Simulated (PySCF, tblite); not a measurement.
**C4H8SSi2: geometry, infrared bands and NMR shifts**

Aim: predict the infrared bands and NMR shifts of C4H8SSi2 (`C=C1C=C(S[SiH3])[SiH2]1`).

Programs: tblite 0.8.0 and PySCF 2.14.0, with density-fitted response routines of our own. Each step states its level of theory. These are calculated values for one molecule in the gas phase, unless marked as measured. Atoms are numbered from 0 throughout.

## Step 1: The molecule as given

15 atoms, charge 0, multiplicity 1; geometry from: force field or distance geometry start.

Bonds of the start (Å): C0–C1 1.34, C1–C2 1.43, C2–C3 1.32, C3–S4 1.81, S4–Si5 2.14, C3–Si6 1.82, Si6–C1 1.81, C0–H7 1.07, C0–H8 1.07, C2–H9 1.09, Si5–H10 1.48, Si5–H11 1.48, Si5–H12 1.48, Si6–H13 1.46, Si6–H14 1.46.

## Step 2: Relaxing the molecule with GFN2-xTB

What the job is given:

```
{"job": {"kind": "relax", "xc": "GFN2-xTB", "basis": "xTB"}, "charge": 0, "multiplicity": 1}
C      2.688800    -1.239700    -0.440300
C      1.674500    -0.381200    -0.266700
C      0.253900    -0.576800    -0.234500
C     -0.068500     0.688800    -0.019100
S     -1.686000     1.476400     0.192100
Si    -3.284800     0.071800    -0.002900
Si     1.604400     1.397100     0.048600
H      3.674400    -0.837700    -0.402600
H      2.560000    -2.291300    -0.614900
H     -0.364300    -1.462100    -0.364700
H     -3.831100     0.026300    -1.378100
H     -2.847900    -1.311900     0.289200
H     -4.416300     0.358200     0.914700
H      1.968300     2.217600    -1.103700
H      2.070100     1.872500     1.349800
```

The run is started by

```
> OMP_NUM_THREADS=1 python probes_run.py task.json out
```

The driver reads the jobs from task.json and runs them one after another.

**Question.** This job is followed by: GFN2-xTB harmonic vibrations, gas phase; GIAO PBE0/pcSseg-1 NMR shielding, non-relativistic, gas phase. What will the session give for the following? strongest single infrared mode (GFN2-xTB); zero-point energy (GFN2-xTB); 13C shifts against TMS (PBE0/pcSseg-1); 1H shifts against TMS (PBE0/pcSseg-1, means over atoms taken as alike); 33S shifts against CS2 (PBE0/pcSseg-1); 29Si shifts against TMS (PBE0/pcSseg-1).

The runs gave:

| quantity | value |
| --- | --- |
| strongest single infrared mode (GFN2-xTB) | 760 cm⁻¹, 770 km/mol |
| zero-point energy (GFN2-xTB) | 59.4 kcal/mol |
| 13C shifts against TMS (PBE0/pcSseg-1) | 160.7, 159.4, 152.3, 117.2 ppm |
| 1H shifts against TMS (PBE0/pcSseg-1, means over atoms taken as alike) | 7.32, 5.56, 5.03, 5.00, 4.61 ppm |
| 33S shifts against CS2 (PBE0/pcSseg-1) | -80 ppm |
| 29Si shifts against TMS (PBE0/pcSseg-1) | -35.5, -64.4 ppm |

**Reading.** Over 96 steps the energy fell by 0.561 eV; of the close pairs, C1–Si6 changed most, 1.807 to 1.910 Å. All 39 modes are real, so the xTB geometry is a minimum. The strongest single mode, at 760 cm⁻¹, is spread over several atoms, H12, H10, H11 among them. Unscaled tight-binding wavenumbers are off by several per cent, some by more. Its intensities can rank the bands wrongly. H9 (hydrogen on an alkene CH) lies farthest downfield among hydrogen, at 7.32 ppm; olefinic region. At PBE0/pcSseg-1: The largest span, 453 ppm, is at S4, where the paramagnetic term is -474 ppm.
